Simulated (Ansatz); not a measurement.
# C₂H₇FGe: a ladder of functionals and wavefunction methods

An exercise on one series of results from a longer session: the logs are not shown, and one member is left open.

The runs use Ansatz 0.2.0, Gaussian basis; functionals in def2-TZVPP, the program's frozen cores in correlated methods.

Plan: LDA (SPW92), PBE-D4, revPBE-D4, BLYP-D4, r2SCAN-D4, B97M-V, PBE0-D4, B3LYP-D4, r2SCANh-D4, r2SCAN0-D4, HSE06-D4, BHLYP-D4, CAM-B3LYP-D4, LC-ωPBE, ωB97X-V, ωB97M-V, B2PLYP, PBE-QIDH; CCSD(T)/def2-SVP; CCSD(T)/def2-TZVPP; MP2/def2-QZVPP; extrapolation to the limit; RPA on PBE.

### Structure used throughout

An earlier PBE0-D4 in a triple-zeta def2 set relaxation fixed the geometry.

SMILES `FC[CH2][GeH3]`, 11 atoms, charge 0, spin multiplicity 1.

Atoms are counted from 1 here; the program's logs count them from 0.

Bond lengths: F1–C2 1.388 Å, C2–C3 1.507 Å, C2–H5 1.095 Å, C2–H6 1.095 Å, C3–Ge4 1.968 Å, C3–H7 1.093 Å, C3–H8 1.094 Å, Ge4–H9 1.534 Å, Ge4–H10 1.539 Å, Ge4–H11 1.539 Å. Angles: F1–C2–C3 110.3°, F1–C2–H5 107.3°, F1–C2–H6 107.0°, C3–C2–H5 111.4°, C3–C2–H6 111.9°, H5–C2–H6 108.7°, C2–C3–Ge4 113.3°, C2–C3–H7 110.5°, C2–C3–H8 108.9°, Ge4–C3–H7 108.8°, Ge4–C3–H8 108.0°, H7–C3–H8 107.3°, C3–Ge4–H9 111.5°, C3–Ge4–H10 109.2°, C3–Ge4–H11 108.8°, H9–Ge4–H10 109.5°, H9–Ge4–H11 108.9°, H10–Ge4–H11 108.9°.

Set-up of the first run:

in.yaml

```yaml
crystal:
  periodic: [false, false, false]
  atoms:
    - {symbol: F, position_ang: [-1.165692, 1.492235, 0.684547]}
    - {symbol: C, position_ang: [0.173428, 1.381087, 0.337521]}
    - {symbol: C, position_ang: [0.620981, -0.054338, 0.432551]}
    - {symbol: Ge, position_ang: [-0.501881, -1.289122, -0.610126]}
    - {symbol: H, position_ang: [0.278569, 1.765348, -0.682175]}
    - {symbol: H, position_ang: [0.735399, 2.030016, 1.016938]}
    - {symbol: H, position_ang: [0.631749, -0.383884, 1.474598]}
    - {symbol: H, position_ang: [1.645562, -0.131794, 0.057226]}
    - {symbol: H, position_ang: [-1.865415, -1.509581, 0.057500]}
    - {symbol: H, position_ang: [-0.709250, -0.714394, -2.023150]}
    - {symbol: H, position_ang: [0.222052, -2.642672, -0.724829]}
basis:
  gaussian: {orbitals: def2-TZVPP}
hamiltonian: {xc: lda}
output: {orbitals: {seedname: orbitals}}
```

On the command line:

```sh
$ ansatz run in.yaml --threads 4 --pin off --events-out ev --progress --plain --max-ram 10444MiB
```

Steps of the session up to this table: LDA; PBE-D4 (GGA); revPBE-D4 (GGA); BLYP-D4 (GGA); r2SCAN-D4 (meta-GGA); B97M-V (meta-GGA); PBE0-D4 (hybrid); B3LYP-D4 (hybrid); r2SCANh-D4 (hybrid); r2SCAN0-D4 (hybrid); HSE06-D4 (hybrid); BHLYP-D4 (hybrid); CAM-B3LYP-D4 (range-separated); LC-ωPBE (range-separated); ωB97X-V (range-separated); ωB97M-V (range-separated); B2PLYP (double hybrid); PBE-QIDH (double hybrid).

One of the session's tables, all rows but one given; the rest of the session is left out.

It belongs to the step «Orbital energies across the functionals». 

| functional | HOMO (eV) | LUMO (eV) | gap (eV) |
| --- | --- | --- | --- |
| LDA (SPW92) | -7.38 | -0.15 | 7.23 |
| PBE-D4 | ? | ? | ? |
| revPBE-D4 | -7.25 | 0.16 | 7.40 |
| BLYP-D4 | -7.20 | 0.08 | 7.28 |
| r2SCAN-D4 | -7.58 | 0.58 | 8.17 |
| B97M-V | -7.70 | 0.17 | 7.88 |
| PBE0-D4 | -8.61 | 0.85 | 9.46 |
| B3LYP-D4 | -8.41 | 0.55 | 8.96 |
| r2SCANh-D4 | -8.07 | 0.83 | 8.91 |
| r2SCAN0-D4 | -8.80 | 1.19 | 9.99 |
| HSE06-D4 | -8.21 | 0.48 | 8.69 |
| BHLYP-D4 | -9.82 | 1.50 | 11.32 |
| CAM-B3LYP-D4 | -9.98 | 1.67 | 11.65 |
| LC-ωPBE | -11.32 | 2.93 | 14.25 |
| ωB97X-V | -10.97 | 2.74 | 13.71 |
| ωB97M-V | -10.83 | 2.37 | 13.20 |

Q: Estimate the row for PBE-D4 from the others.

The run gave: HOMO (eV): -7.29; LUMO (eV): 0.06; gap (eV): 7.35. In the column «HOMO (eV)» it lies between LDA (SPW92) (-7.38) and revPBE-D4 (-7.25).
